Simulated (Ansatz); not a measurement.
# LuGaAs2: the cost of one run

Method: reference: DFT, HSE06, plane waves, PAW, in Ansatz 0.2.0.

1 further run of the same task is left out (for a known fault of the program).

## 1. The system as given

The structure is trigonal, space group R-3m (No. 166). The conventional cell has a = 3.901 Å, b = 3.901 Å, c = 19.268 Å, α = 90.00°, β = 90.00°, γ = 120.00°. Ga (site symmetry -3m) is surrounded by 6 As at 2.69 Å. Lu (site symmetry -3m) has 6 As at 2.84 Å as nearest neighbours. As (site symmetry 3m) is surrounded by 3 Ga at 2.69 Å and 3 Lu at 2.84 Å.

Coordinates:

```cif
data_structure
_symmetry_space_group_name_H-M 'R-3m:H'
_symmetry_Int_Tables_number 166
_cell_length_a 3.9005
_cell_length_b 3.9005
_cell_length_c 19.2682
_cell_angle_alpha 90.000
_cell_angle_beta 90.000
_cell_angle_gamma 120.000
_cell_volume 253.87
loop_
_atom_site_label
_atom_site_type_symbol
_atom_site_symmetry_multiplicity
_atom_site_Wyckoff_symbol
_atom_site_fract_x
_atom_site_fract_y
_atom_site_fract_z
_atom_site_occupancy
Ga1 Ga 3 a 0.00000 0.00000 0.00000 1
Lu1 Lu 3 b 0.66667 0.33333 0.83333 1
As1 As 6 c 0.33333 0.66667 0.92323 1
```

## 2. Baseline

input.yaml

```yaml
crystal:
  lattice:
    - [1.9502578517, 1.1259818956, 6.422739577]
    - [-1.9502578517, 1.1259818956, 6.422739577]
    - [0.0, -2.2519637913, 6.422739577]
  atoms:
    - { symbol: Ga, position: [1.0, 0.0, 0.0] }
    - { symbol: Lu, position: [0.5, 0.5, 0.5] }
    - { symbol: As, position: [0.2565666121, 0.2565666121, 0.2565666121] }
    - { symbol: As, position: [0.7434333879, 0.7434333879, 0.7434333879] }
kpoints:
  mp_grid: { grid: [4, 4, 4] }
hamiltonian:
  xc: hse06
scf:
  occupations: { method: fermi_dirac, width: 0.02 }
  n_extra_bands: 5
output:
  forces: true
  stress: true
  eigenvalues: true
```

Started as:

```console
> ansatz run input.yaml --threads 4 --pin off --max-ram 3686MiB --backend cpu --events-out ev --progress --plain --runs-dir out
```

What time and memory should one allow on 4 threads of Arm Neoverse N1, shared host?

About 59 s, with a peak of 1.8 GiB.
